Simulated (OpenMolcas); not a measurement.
# AlNH2ClF (SMILES [NH2][Al]([F])[Cl]): HF/6-31G(d) (Cartesian functions)

Wanted: an optimisation with harmonic vibrations of AlNH2ClF. 

The results are computed with OpenMolcas 26.06.

**1. The system as given**

AlNH2ClF: 6 atoms, total charge 0, spin state singlet. SMILES: `[NH2][Al]([F])[Cl]`. The shape is that of a PBE0-D4/def2-TZVP optimisation. The run starts from this shape.

Bond lengths: N1–Al2 1.746 Å, Al2–F3 1.641 Å, Al2–Cl4 2.079 Å, N1–H5 1.006 Å, N1–H6 1.006 Å. Angles: N1–Al2–F3 119.8°, N1–Al2–Cl4 121.2°, F3–Al2–Cl4 119.0°, Al2–N1–H5 124.6°, Al2–N1–H6 124.3°, H5–N1–H6 111.1°.

**2. An optimisation with harmonic vibrations at HF/6-31G(d) (Cartesian functions)**

Input file job.inp:

```
* AlClFH2N Hartree-Fock
>>> EXPORT MOLCAS_PRINT=2

&GATEWAY
 BasLib
 $CurrDir
 Coord
 6
 angstrom
 N       -0.112300       0.982600      -0.025800
 Al       0.152500      -0.739100       0.092300
 F        1.041800      -1.345500       1.331100
 Cl      -0.641100      -2.049400      -1.313600
 H        0.246300       1.661500       0.624800
 H       -0.645100       1.426000      -0.754900
 Basis
 6-31Gs
 Group
 NoSym
>>> EXPORT MOLCAS_MAXITER=50
>>> Do While

&SEWARD

&SCF
 PrOrbitals
 0

&SLAPAF
>>> EndDo
>>> COPY $Project.Opt.xyz $CurrDir/final.xyz
>>> COPY $Project.slapaf.h5 $CurrDir/final.slapaf.h5

&MCKINLEY

&MCLR
 Thermochemistry
 1
 1.0
 298.15
 End of PT
```

The basis set 6-31G* is read from a file made from the Basis Set Exchange's data (not shown).

Launch:

```sh
$ export MOLCAS_MEM=1860
$ pymolcas job.inp > job.log
```

What it wrote:

```text
--- Start Module: gateway ---
[...]
--- Stop Module: gateway /rc=_RC_ALL_IS_WELL_ ---
[...]
      Basis functions           72
[...]
       Convergence after  11 Iterations
[...]
::    Total SCF energy                               -856.6303128954
[...]
 *              Molecular gradients               *
 **************************************************
  Irreducible representation: a
 ------------------------------------------------------------------------------------------
                              X                       Y                       Z
 ------------------------------------------------------------------------------------------
  N1                1.90748112482009E-03   -1.00698206016414E-02    1.21665447463160E-03
  AL2              -5.79004026809060E-03    1.57676907310833E-03   -8.47234389234020E-03
  F3                3.37394057665641E-03   -1.76703513483112E-03    4.79345082707283E-03
  CL4               1.67475004988837E-03    2.92423510001427E-03    3.00334257936541E-03
  H5                3.14362799448564E-03    4.86421776939938E-03    5.53765834092923E-03
  H6               -4.30975947775325E-03    2.47163379394477E-03   -6.07876232973936E-03
 ------------------------------------------------------------------------------------------
[...]
 Geometry is converged in   6 iterations to a Minimum Structure
*****************************************************************************************************************
*****************************************************************************************************************
++ Geometry section
********************************************************************************
  Geometrical information of the final structure
********************************************************************************
  NOTE: on convergence the final predicted structure will be printed here.
  This is not identical to the structure printed in the head of the output.
 *********************************************************
[...]
       Convergence after   4 Iterations
[...]
::    Total SCF energy                               -856.6305743245
[...]
      Total spin, S                                     0.0000000000
[...]
      Total electronic charge=   48.000000
      Total            charge=   -0.000000
[...]
      Dipole Moment (debye):
      Origin of the operator (angstrom)=   -0.0045   -1.0364   -0.1918
                   X= -2.8224E-01               Y=  2.7835E+00               Z=  3.0400E-02           Total=  2.7979E+00
      Quadrupole Moment (debye*angstrom):
[...]
--- Start Module: mclr ---
[...]
     Frequency:        i5.29     i3.76     i0.90      0.01      0.02      0.06
[...]
     Frequency:       183.58    230.95    271.30    376.54    478.07    507.76
[...]
--- Stop Module: mclr /rc=_RC_ALL_IS_WELL_ ---
[...]
--- Start Module: mclr ---
[...]
        Frequency:          985.62 cm-1
      ---------------------------------
[...]
        Frequency:         1742.27 cm-1
      ---------------------------------
[...]
        Frequency:         3803.07 cm-1
      ---------------------------------
[...]
        Frequency:         3894.05 cm-1
      ---------------------------------
[...]
--- Stop Module: mclr /rc=_RC_ALL_IS_WELL_ ---
[...]
```

It took 33 s on 1 thread of Intel Xeon 6975P-C (Granite Rapids), shared host; peak memory 0.43 GiB.

**3. What came out**

Level: HF/6-31G* (Cartesian functions).

| quantity | value |
| --- | --- |
| total energy | -856.63057 Eh |
| dipole moment | 2.80 D |
| HOMO energy | -11.44 eV |
| LUMO energy | 2.41 eV |
| HOMO–LUMO gap | 13.85 eV |
| lowest harmonic wavenumber | 184 cm⁻¹ |
| highest harmonic wavenumber | 3894 cm⁻¹ |
| zero-point energy | 84.2 kJ/mol |
| ideal-gas entropy at 298.15 K and 1 atm (symmetry number 1 as used) | 74.7 cal/(mol K) |

In words: At the final geometry: Bond lengths: N1–Al2 1.751 Å, Al2–F3 1.631 Å, Al2–Cl4 2.092 Å, N1–H5 0.998 Å, N1–H6 0.998 Å. Angles: N1–Al2–F3 120.5°, N1–Al2–Cl4 120.9°, F3–Al2–Cl4 118.6°, Al2–N1–H5 124.5°, Al2–N1–H6 124.7°, H5–N1–H6 110.8°. All 12 modes are real, so the shape is a minimum at this level. Mulliken charges run from -1.07 on N1 to +1.23 on Al2.
